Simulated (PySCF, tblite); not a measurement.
**CH₆Cl₃PSi₂: geometry, infrared bands and NMR shifts**

Aim: predict the infrared bands and NMR shifts of CH₆Cl₃PSi₂ (`Cl[SiH2]P[SiH2]C(Cl)Cl`).

The runs use tblite 0.8.0 and PySCF 2.14.0, with density-fitted response routines of our own; the level of theory stands in each step. All values are computed, except where a source is named. Atoms count from 0, in the outputs and in this text.

### 1 Starting geometry

13 atoms, charge 0, multiplicity 1; geometry from: force field or distance geometry start.

Bonds of the start (Å): Cl0–Si1 2.08, Si1–P2 2.16, P2–Si3 2.19, Si3–C4 1.89, C4–Cl5 1.78, C4–Cl6 1.77, Si1–H7 1.49, Si1–H8 1.48, P2–H9 1.42, Si3–H10 1.47, Si3–H11 1.47, C4–H12 1.10.

### 2 Geometry optimisation with GFN2-xTB

The job: settings as JSON, then the geometry in Å.

```
{"job": {"kind": "relax", "xc": "GFN2-xTB", "basis": "xTB"}, "charge": 0, "multiplicity": 1}
Cl     2.955100     2.088300    -0.427600
Si     2.188200     0.504400     0.676900
P      0.940000    -0.847200    -0.457600
Si    -0.990100    -0.024000    -1.083300
C     -2.155500    -0.340600     0.375300
Cl    -1.593800    -1.873200     1.088000
Cl    -1.926800     0.903800     1.610400
H      1.355700     1.109600     1.747700
H      3.320900    -0.194000     1.321300
H      1.592700    -1.682300    -1.400400
H     -0.957200     1.439800    -1.224100
H     -1.530100    -0.622500    -2.307200
H     -3.203400    -0.461600     0.062700
```

Launch:

```sh
> OMP_NUM_THREADS=1 python probes_run.py task.json out
```

One launch serves the whole session: the jobs run in the order shown.

**Question.** This job is followed by: GFN2-xTB harmonic vibrations, gas phase; GIAO PBE0/pcSseg-1 NMR shielding, non-relativistic, gas phase. What will the session give for the following? strongest single infrared mode (GFN2-xTB); zero-point energy (GFN2-xTB); ¹³C shifts against TMS (PBE0/pcSseg-1); ¹H shifts against TMS (PBE0/pcSseg-1, means over atoms taken as alike); ³⁵Cl shifts against HCl (PBE0/pcSseg-1, means over atoms taken as alike); ²⁹Si shifts against TMS (PBE0/pcSseg-1); ³¹P shifts against H3PO4 (PBE0/pcSseg-1).

**Answer**, as computed:

```
                                                                quantity                       value
                               strongest single infrared mode (GFN2-xTB)        693 cm⁻¹, 285 km/mol
                                            zero-point energy (GFN2-xTB)               39.3 kcal/mol
                                  ¹³C shifts against TMS (PBE0/pcSseg-1)                    71.1 ppm
  ¹H shifts against TMS (PBE0/pcSseg-1, means over atoms taken as alike)  5.76, 5.72, 4.88, 0.82 ppm
³⁵Cl shifts against HCl (PBE0/pcSseg-1, means over atoms taken as alike)                242, -21 ppm
                                 ²⁹Si shifts against TMS (PBE0/pcSseg-1)            -13.7, -21.3 ppm
                                ³¹P shifts against H3PO4 (PBE0/pcSseg-1)                  -289.0 ppm
```

The optimisation took 156 steps and gained 0.802 eV; among the close pairs (by a distance rule), Si1–P2 changed most, from 2.161 to 2.253 Å. All 33 modes are real, so the xTB geometry is a minimum. The strongest single mode, at 693 cm⁻¹, is carried by H11, H10, Si3, C4. Unscaled tight-binding wavenumbers are off by several per cent, some by more. Its intensities can rank the bands wrongly. C4 stands next to heavy halogen, whose spin-orbit shielding this run leaves out, so the computed shift lies too far downfield, most of all for carbon beside Br or I. The most deshielded hydrogen is H12 (hydrogen on an sp3 CH bonded to 2 Cl and Si), at 5.76 ppm: its carbon carries Cl, which withdraws density. At PBE0/pcSseg-1: The largest span, 546 ppm, is at Cl5, Cl6, where the paramagnetic term is -439 ppm.
